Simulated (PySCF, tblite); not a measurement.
**C5H14AlBO: geometry, infrared bands and NMR shifts**

Wanted: the infrared bands and NMR shifts of C5H14AlBO (`C[O][AlH][C@@H](C)B(C)C`), by calculation.

The runs use tblite 0.8.0 and PySCF 2.14.0, with density-fitted response routines of our own; the level of theory stands in each step. All values are computed, except where a source is named. Atoms count from 0, in the outputs and in this text.

## (1) The starting structure

22 atoms, charge 0, multiplicity 1; geometry from: force field or distance geometry start.

Bonds of the start (Å): C0–O1 1.39, O1–Al2 1.86, Al2–C3 2.01, C3–C4 1.55, C3–B5 1.60, B5–C6 1.59, B5–C7 1.61, C0–H8 1.12, C0–H9 1.10, C0–H10 1.11, Al2–H11 1.59, C3–H12 1.11, C4–H13 1.11, C4–H14 1.11, C4–H15 1.11, C6–H16 1.10, C6–H17 1.12, C6–H18 1.11, C7–H19 1.11, C7–H20 1.12, C7–H21 1.11.

## (2) Optimising the geometry with GFN2-xTB

What the job is given:

```
{"job": {"kind": "relax", "xc": "GFN2-xTB", "basis": "xTB"}, "charge": 0, "multiplicity": 1}
C      2.420100     0.547400    -1.831300
O      2.463300     0.382200    -0.448300
Al     1.565500    -1.170500     0.036000
C     -0.417400    -1.084200     0.376600
C     -0.748700    -1.525600     1.820800
B     -0.986200     0.374000     0.060500
C     -2.008000     0.569300    -1.140300
C     -0.505600     1.655400     0.902500
H      1.366800     0.673400    -2.177800
H      2.957300     1.475900    -2.088400
H      2.902800    -0.294900    -2.364300
H      2.333300    -2.557000     0.152600
H     -0.890500    -1.811200    -0.308100
H     -0.402100    -2.568400     1.978300
H     -0.253600    -0.857100     2.559600
H     -1.848600    -1.490200     1.992300
H     -1.536300     0.231300    -2.079200
H     -2.920500    -0.042800    -0.942500
H     -2.293800     1.637600    -1.227500
H      0.227700     1.364600     1.684000
H     -1.396400     2.124300     1.388100
H     -0.039400     2.386100     0.214100
```

Launch:

```bash
$ OMP_NUM_THREADS=1 python probes_run.py task.json out
```

One launch serves the whole session: the jobs run in the order shown.

**Question.** This job is followed by: GFN2-xTB harmonic vibrations, gas phase; GIAO PBE0/pcSseg-1 NMR shielding, non-relativistic, gas phase. What will the session give for the following? strongest single infrared mode (GFN2-xTB); zero-point energy (GFN2-xTB); ¹³C shifts against TMS (PBE0/pcSseg-1, means over atoms taken as alike); ¹H shifts against TMS (PBE0/pcSseg-1, means over atoms taken as alike); ¹⁷O shifts against H2O (PBE0/pcSseg-1); ²⁷Al shifts against AlH4- (PBE0/pcSseg-1); ¹¹B shifts against BF3·OEt2 (PBE0/pcSseg-1).

As calculated:

```
                                                               quantity                             value
                              strongest single infrared mode (GFN2-xTB)             1811 cm⁻¹, 378 km/mol
                                           zero-point energy (GFN2-xTB)                    111.3 kcal/mol
¹³C shifts against TMS (PBE0/pcSseg-1, means over atoms taken as alike)        57.4, 46.1, 13.8, 13.0 ppm
 ¹H shifts against TMS (PBE0/pcSseg-1, means over atoms taken as alike)  4.34, 4.30, 2.00, 1.48, 0.73 ppm
                                 ¹⁷O shifts against H2O (PBE0/pcSseg-1)                          66.2 ppm
                              ²⁷Al shifts against AlH4- (PBE0/pcSseg-1)                          87.3 ppm
                            ¹¹B shifts against BF3·OEt2 (PBE0/pcSseg-1)                          78.2 ppm
```

**Reading.** The optimisation took 219 steps and gained 1.321 eV; among the close pairs (by a distance rule), O1–Al2 changed most, from 1.858 to 1.646 Å. All 60 modes are real, so the xTB geometry is a minimum. The strongest single mode, at 1811 cm⁻¹, moves mainly H11. Unscaled tight-binding wavenumbers are off by several per cent, some by more. Its intensities can rank the bands wrongly. The most deshielded carbon is C0 (methyl carbon bonded to O), at 57.4 ppm: pulled downfield by the heteroatom. The most deshielded hydrogen is H8, H9, H10 (mean) (hydrogen on a methyl carbon bonded to O), at 4.34 ppm: its carbon carries O, which withdraws density. At PBE0/pcSseg-1: Shielding is most anisotropic at B5 (span 158 ppm, paramagnetic term -168 ppm).
